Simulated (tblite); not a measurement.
# C5H6BrGeN: the cost of one run

The runs use tblite 0.8.0 and PySCF 2.14.0, with density-fitted response routines of our own; the level of theory stands in each step. All values are computed, except where a source is named. Atoms are numbered from 0 throughout.

## 1. The molecule as given

14 atoms, charge 0, multiplicity 1; geometry from: force field or distance geometry start.

Bonds of the start (Å): C0–Ge1 1.94, Ge1–C2 1.94, C2–C3 1.33, C3–C4 1.42, C4–N5 1.17, C3–C6 1.50, C6–Br7 1.93, C6–C2 1.48, C0–H8 1.12, C0–H9 1.12, C0–H10 1.12, Ge1–H11 1.55, Ge1–H12 1.53, C6–H13 1.09.

## 2. Relaxing the molecule with GFN2-xTB

What the job is given:

```
{"job": {"kind": "relax", "xc": "GFN2-xTB", "basis": "xTB"}, "charge": 0, "multiplicity": 1}
C     -2.178900     0.720700     0.088800
Ge    -1.117800    -0.519100    -0.954700
C      0.635200    -0.547200    -0.112900
C      1.701300     0.205500     0.126600
C      2.415200     1.431800     0.051800
N      3.000300     2.441300    -0.012900
C      1.724300    -1.208600     0.630300
Br     1.282700    -1.498600     2.490600
H     -1.508700     1.418800     0.655300
H     -2.783300     0.146300     0.830400
H     -2.845200     1.258200    -0.636500
H     -1.724700    -1.942400    -0.896500
H     -1.032500    -0.039800    -2.402600
H      2.431300    -1.867400     0.120200
```

Run with:

```
> OMP_NUM_THREADS=1 python probes_run.py task.json out
```

The driver reads the jobs from task.json and runs them one after another.

Q: Estimate the wall time and peak memory of this first job on 1 thread of Arm Neoverse N1, shared host.

About 1.1 s, with a peak of 0.18 GiB.
